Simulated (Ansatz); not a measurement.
Here is an Ansatz input file for Sc (distorted cell). Write the same calculation for the Python package.

```yaml
crystal:
  lattice: { a: 3.651763, b: 3.569807, c: 3.524758, alpha: 115.97655, beta: 114.80623, gamma: 96.55689 }
  atoms:
    - { symbol: Sc, position: [0.0, 0.0, 0.0] }
kpoints:
  mp_grid: { grid: [5, 5, 5], shift: [0.0, 0.0, 0.0] }
hamiltonian:
  xc: pbesol
scf:
  occupations: { method: gaussian, width: 0.15 }
output:
  write_density: true
  cutoff_correction: 756.0
```

The program run on that file:
```console
$ ansatz run input.yaml --threads 1 --pin off --max-ram 3072MiB --backend cpu --events-out ev --progress --plain --runs-dir out
Engine: ansatz 0.2.0, aarch64-unknown-linux-gnu
Pseudopotentials: kind: paw
Pseudopotential: Sc, paw, valence charge 11, recommended cutoff 420 eV (normal), Sc.paw.azcp
Functional definition: PBEsol
  exchange = pbesol_x
  correlation = pbesol_c
Crystal: 1 atoms, lattice volume = 34.907 Å³
Basis set: ecut = 420 eV, 667 PW (Γ)
Bands: 10, of which v1, the nominal top of the filled ones, is band 6 counted from 1 (5 counted from 0)
Symmetry: 2 space group operations
Space group: P-1 (ITA 2), of the structure as read, at distance tolerance 3.3e-5 Å
k-points: 63 of 125
Non-local potential: Sc, projectors of the file, l = 0: 3, l = 1: 2, l = 2: 3, l = 3: 1
PAW form: soft (Blöchl's): semilocal exchange-correlation on the pseudo side does not see the compensation charge
PAW frozen core: Sc, regenerated for the run's functional, and the local potential with it (the file was generated under x = pbe(κ = 0.804, μ = 0.2195149727645171), c = pbe(β = 0.06672455060314922))
PAW one-centre angular grid: Sc, 590 points (default); XC on 64 Gauss nodes
Initial density: superposition of atomic densities (neutral atoms: chi_scale 0, normalization atom), corrected by the library's trained network
Initial wavefunctions: pseudopotential atomic-orbital guess
Functional: x = pbesol(κ = 0.804, μ = 0.12345679012345678), c = pbesol(β = 0.046)
SCF iter   1: F=—  HF=-2110.790920 eV  |F-HF|=—  |Δ(HF+E_count)|=         —  Δρ=3.10e-3  dr2=3.03e-3  ethr=1.77e-3  ⟨swp⟩=4.0  Hψ=3161  notcnv=0
preconditioner: auto → none  [metal: Δε(μ)=0.059 eV  Ē_g=2.833 eV  σ=0.150 eV  W_gap=0.22  n_scr=8 (ndim 8)  ℏωp=10.9 eV  f_vac=0.000  D(μ)=2.98/eV (n_scr^D=34)  sad-step TF]
SCF iter   2: F=—  HF=-2110.789854 eV  |F-HF|=—  |Δ(HF+E_count)|=   1.07e-3  Δρ=1.27e-3  dr2=3.98e-4  ethr=2.75e-5  ⟨swp⟩=1.5  Hψ=1276  notcnv=0
SCF iter   3: F=—  HF=-2110.789837 eV  |F-HF|=—  |Δ(HF+E_count)|=   1.68e-5  Δρ=2.97e-4  dr2=1.08e-5  ethr=3.62e-6  ⟨swp⟩=2.1  Hψ=810  notcnv=0
SCF iter   4: F=—  HF=-2110.789845 eV  |F-HF|=—  |Δ(HF+E_count)|=   7.75e-6  Δρ=5.43e-5  dr2=7.20e-7  ethr=9.80e-8  ⟨swp⟩=2.8  Hψ=1023  notcnv=0
iter 5 did not close the SCF: its close was put off for the readings that it lacked (scf_convergence_deferred on its scf_iter line)
SCF iter   5: F=-2110.789845 eV  HF=-2110.789845 eV  |F-HF|=1.22e-9  |Δ(HF+E_count)|=   1.67e-8  Δρ=4.12e-6  dr2=6.04e-9  ethr=6.55e-9  ⟨swp⟩=2.2  Hψ=855  notcnv=0
SCF iter   6: F=-2110.789845 eV  HF=-2110.789845 eV  |F-HF|=1.53e-10  |Δ(HF+E_count)|=   1.05e-9  Δρ=8.94e-7  dr2=2.78e-10  ethr=5.49e-11  ⟨swp⟩=1.0  Hψ=1744  notcnv=0
SCF 1 converged in 6 iterations: F = -2110.789845 eV  dr2 = 2.78e-10
  greatest PAW one-centre occupation: 0.998 electrons in one spin orbital (limit 2), on the Sc atom at site 0 (counted from 0), in its partial waves of l = 0
SCF converged after 6 iterations
Free energy (F): -2110.789845 eV
Harris-Foulkes:  -2110.789845 eV  (|F-HF|=1.53e-10)
Internal energy: -2110.755518 eV  (E = F + TS)
E sigma→0 (E₀):  -2110.772681 eV
Entropy (-TS):   -0.034326 eV (-34.326 meV/atom)
Estimated correction to a cutoff of 756 eV: -0.000564 eV
Fermi energy:    5.815932 eV
--- Per-component energies (eV) ---
  E_band       = -212.877418
  E_kinetic    = 255.181602
  E_local      = -984.275161  (includes V_loc(G=0)·N_el)
  E_nonlocal   = 83.591301
  E_hartree    = 336.446006
  E_xc         = -100.757337
  E_vxc        = -125.080248  (∫ρ·V_xc dr)
  E_paw        = -931.529359  (= ΣΔE_a)
  E_vpaw       = -115.186434  (= ΣTr[D̂ρ^β])
  E_aug_tail   = 0.000010  (compensation charges beyond the density's cutoff)
  E_ewald      = -769.541605
  E_core_change = 0.129025  (= ΣΔE_core)
  E_smearing   = -0.034326  (= −TS)
  E_closure    = -0.000000  (closes the sum)
  Σ components = -2110.789845   (vs F -2110.789845, Δ=0.00e0)
```

`scf_sc.py`
```python
"""SCF run for Sc, atoms off their sites."""

import sys
import warnings

import ansatz
import numpy as np


def main() -> None:
    warnings.simplefilter("ignore", ansatz.DeckWarning)

    sc = (
        ansatz.Lattice.from_parameters(3.651763, 3.569807, 3.524758, alpha=115.97655, beta=114.80623, gamma=96.55689)
        .atom("Sc", (0.0, 0.0, 0.0))
    )

    # functional, basis and sampling
    model = (
        sc.calculation()
        .kpoints(5, 5, 5, center="gamma")
        .occupations(ansatz.OccupationsMethod.GAUSSIAN, width=150 * ansatz.meV)
        .functional("pbesol")
        .cutoff_correction(756)
        .density()
    )
    try:
        out = model.run()
    except ansatz.NonConvergedError as error:
        sys.exit(f"no convergence: {error}")
    except ansatz.RefusalError as error:
        sys.exit(f"input refused: {error}")
    rep = out.report

    energy = rep["free_energy_ev"]
    print("Sc: {:.6f} eV = {:.6f} Ry = {:.6f} Ha".format(energy, energy / 13.605693, energy / 27.211386))
    print("Fermi level {:.4f} eV, {} k-points, {} symmetry operations".format(rep["fermi_energy_ev"], rep["n_kpoints"], rep["n_symmetry_ops"]))

    # estimate of what a larger basis would gain, without a second SCF
    estimate = rep.get("cutoff_correction")
    if estimate:
        print("towards {} eV the energy would change by {:.2f} meV/atom".format(estimate["reference_ecutwfc_ev"], 1000 * estimate["energy_ev"] / len(out.lattice.sites)))

    rho = out.density()
    total = sum(ch.density_e_per_ang3 for ch in rho.channels[:2]) if len(rho.channels) < 3 else rho.channels[0].density_e_per_ang3
    print("grid", rho.dims, "electrons", round(float(total.mean() * rho.cell_volume_ang3), 4))
    print(f"density range {total.min():.4f} to {total.max():.4f} e/A^3")
    print(np.array2string(total[:: max(rho.dims[0] // 8, 1), :: max(rho.dims[1] // 8, 1), 0], precision=3, suppress_small=True))


if __name__ == "__main__":
    main()
```

```console
$ python scf_sc.py
Sc: -2110.789845 eV = -155.140193 Ry = -77.570097 Ha
Fermi level 5.8159 eV, 63 k-points, 2 symmetry operations
towards 756.0 eV the energy would change by -0.56 meV/atom
grid (25, 24, 24) electrons 11.0
density range 0.0634 to 7.3950 e/A^3
[[7.395 5.281 0.606 0.099 0.08  0.099 0.606 5.281]
 [5.387 3.305 0.428 0.096 0.077 0.085 0.251 2.361]
 [0.667 0.456 0.141 0.08  0.072 0.073 0.095 0.262]
 [0.099 0.095 0.079 0.069 0.066 0.067 0.072 0.083]
 [0.075 0.073 0.069 0.065 0.063 0.065 0.069 0.073]
 [0.083 0.076 0.07  0.066 0.065 0.067 0.074 0.081]
 [0.275 0.145 0.082 0.071 0.07  0.075 0.106 0.22 ]
 [3.36  1.249 0.17  0.08  0.076 0.09  0.299 2.015]
 [7.361 4.744 0.504 0.095 0.079 0.101 0.626 5.191]]
```

Absolute energies stand on the zero of these potentials, so only differences at equal settings mean something. No spin polarisation was allowed. For a metal this k-point mesh is coarse: on a finer one energies can move by several to tens of meV an atom and pressures by half a GPa or more, differences at one mesh by less. Only differences from the Fermi energy are physical; the zero of the scale is a convention. The free energy holds a sizeable smearing term, which stands for no physical temperature. Grid values close to the nuclei reflect the PAW or pseudopotential construction, not the all-electron fields. The cell is a database structure, distorted on purpose. Run time: 1.8 s on 1 thread of Arm Neoverse V1, with other jobs on the host, peak memory 0.35 GiB.

(Lines on the test bed's own set-up are left out of the output.)
